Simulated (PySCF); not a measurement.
# CoON: relaxation and vibrations of the singlet

Aim: relax CoON as a singlet from a bent start, check by its vibrations whether the end is a minimum, and collect its spectrum and constants.

Method: PBE0, basis Co def2-TZVP, O def2-TZVP, N def2-TZVP, no relativity, density fitting; program: PySCF 2.14.0.

## Step 1: Starting geometry

3 atoms, charge 0, spin multiplicity 1.

Bond lengths: Co1–O2 1.600 Å, Co1–N3 1.630 Å. Angles: O2–Co1–N3 110.0°.

```xyz
3
charge 0 multiplicity 1
Co    0.0000    0.0000    0.0000
O    -1.3106    0.0000    0.9177
N     1.3352    0.0000    0.9349
```

## Step 2: The SCF at the typed geometry

One driver script runs all steps and calls PySCF; scf.py shows how it sets up the SCF of each step. The optimiser is the driver's own. After this first run the driver tries any further starts and a stability analysis.

The input, scf.py:

```python
from pyscf import gto, scf, dft
mol = gto.M(atom='''
Co     0.000000     0.000000     0.000000
O     -1.310600     0.000000     0.917700
N      1.335200     0.000000     0.934900''',
    basis={'Co': 'def2-TZVP', 'O': 'def2-TZVP', 'N': 'def2-TZVP'},
    charge=0, spin=0)
mf = dft.RKS(mol, xc='PBE0')
mf.grids.atom_grid = (50, 194)
aux = {'Co': 'def2-universal-JKFIT', 'O': 'def2-universal-JKFIT', 'N': 'def2-universal-JKFIT'}
mf = mf.density_fit(auxbasis=aux)
mf.conv_tol = 1e-08
mf.diis_space = 10
mf.max_cycle = 60
mf.init_guess = 'minao'
mf.verbose = 4
mf.kernel()
```

On the command line:

```
OMP_NUM_THREADS=2 python axn.py task.json out
```

After this run come: Relaxing the singlet from the bent start; Is it a minimum? Harmonic modes; The broken-symmetry singlet; Frequencies.

What does the calculation give? Wanted: minimum; geometry; wavenumbers; dipole moment; highest occupied, lowest empty level; polar-tensor charge of Co1; zero-point energy; atomisation energy; ⟨S²⟩.

As calculated:

| quantity | value |
| --- | --- |
| minimum | broken-symmetry (Ms = 0), Cs |
| geometry | Co–N 1.629 Å, Co–O 1.586 Å; N–Co–O 120.7° |
| wavenumbers (cm⁻¹) | 208 (a'), 579 (a'), 910 (a') |
| dipole moment | 3.54 D |
| highest occupied, lowest empty level (either spin) | -7.65, -4.37 eV |
| polar-tensor charge of Co1 | +0.66 e |
| zero-point energy | 10.2 kJ/mol |
| entropy at 298.15 K | 269.7 J/(mol K) |
| atomisation energy (no zero-point energy) | 531 kJ/mol |
| ⟨S²⟩ | 1.698 |

**Reading.** The bent start keeps its Cs symmetry and ends in a minimum. The determinant is spin-contaminated (⟨S²⟩ = 1.70 against 0.00), so it is no pure spin state. In the infrared the band at 910 cm⁻¹ (a', stretch) leads. Other starts or spin states, not run here, may lie lower.
